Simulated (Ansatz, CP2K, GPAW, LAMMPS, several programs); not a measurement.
SiC (P6_3mc, 6H): methods side by side

SiC (P6_3mc) from a database structure, relaxed with r2SCAN in Ansatz, was computed with several methods. Space group P6_3mc (No. 186), hexagonal; conventional cell a = 3.078 Å, c = 15.108 Å, 10.33 Å³ an atom. Si is surrounded by 4 C at 1.88–1.89 Å; Si is surrounded by 4 C at 1.89 Å; C is surrounded by 4 Si at 1.88–1.89 Å; C is surrounded by 4 Si at 1.89 Å. Calculated for a static, non-magnetic cell.

Space group P6_3mc (No. 186). a = 3.078 Å, b = 3.078 Å, c = 15.108 Å, α = 90.00°, β = 90.00°, γ = 120.00°
```json
{"atom": "Si", "site": "2b", "symmetry": "3m.", "x": "0.3333", "y": "0.6667", "z": "0.8330"}
{"atom": "Si", "site": "2b", "symmetry": "3m.", "x": "0.6667", "y": "0.3333", "z": "0.6665"}
{"atom": "Si", "site": "2a", "symmetry": "3m.", "x": "0.0000", "y": "0.0000", "z": "0.4997"}
{"atom": "C", "site": "2a", "symmetry": "3m.", "x": "0.0000", "y": "0.0000", "z": "0.8744"}
{"atom": "C", "site": "2b", "symmetry": "3m.", "x": "0.3333", "y": "0.6667", "z": "0.7080"}
{"atom": "C", "site": "2b", "symmetry": "3m.", "x": "0.6667", "y": "0.3333", "z": "0.5415"}
```

Gaps and times are for a single point on this cell; volume and bulk modulus come from each method's own relaxation or energy curve at fixed shape, which is too stiff where a cell has free coordinates or axes. Times are rough, from shared hosts (Arm Neoverse V2), and each method has its own mesh and cell size. A double dagger marks a value from a curve with shape and coordinates held. A star marks a curve whose lowest point is an end point. Gaps from k meshes are read at a limited set of points (mesh, symmetry points, PBE's band edges), so each method's own least gap may be somewhat smaller. Force fields have no electrons; where one was fitted to this phase, its volume and modulus reflect the fit. Minimal bases can be far off for gaps. GLLB-SC's gap includes the derivative discontinuity. d marks a direct gap, i an indirect one (no mark: not told apart), a dash a value that wasn't computed or didn't pass its checks.

```tsv
method	kind	gap (eV)	own volume (Å³/atom)	bulk modulus (GPa)	atoms computed	processor time
SiC_Erhart-Albe.tersoff (LAMMPS)	force field	–	10.36	224‡	12	0.1 s
SiC.vashishta (LAMMPS)	force field	–	10.31	223‡	12	0.1 s
SiCGe.tersoff (LAMMPS)	force field	–	10.09	–	12	0.1 s
non-self-consistent DFTB (CP2K)	tight binding	7.54 d	–	–	12	0.63 s
light PBE (260 eV and a coarse mesh)	light plane-wave	1.96 i	–	–	12	2.2 s
PBE	semilocal	2.02 i	10.50	213‡	12	17 s
PBE/SZV (CP2K)	small basis	6.02 i	11.27*‡	199*‡	12	18 s
r2SCAN	semilocal	2.39 i	10.33	227‡	12	28 s
PBE/DZVP (CP2K)	small basis	2.09 i	10.46‡	213‡	12	50 s
GLLB-SC (GPAW)	model potential	3.37	–	–	12	59 s
```

Against r2SCAN (2.39 eV) and with closed or daggered gaps left aside, the nearest gap at the points sampled is that of PBE/DZVP (CP2K) (-0.30 eV) and the farthest that of non-self-consistent DFTB (CP2K) (+5.15 eV). r2SCAN is only a yardstick of convenience: semilocal gaps usually lie below measured ones, which GLLB-SC and hybrids aim to mend.

Volumes against r2SCAN's: SiC_Erhart-Albe.tersoff (LAMMPS) +0.2 %, SiC.vashishta (LAMMPS) -0.2 %, SiCGe.tersoff (LAMMPS) -2.4 %, PBE +1.6 %.

Relaxed on its own, the cell leaves this structure with non-self-consistent DFTB (CP2K), so no volume is listed.
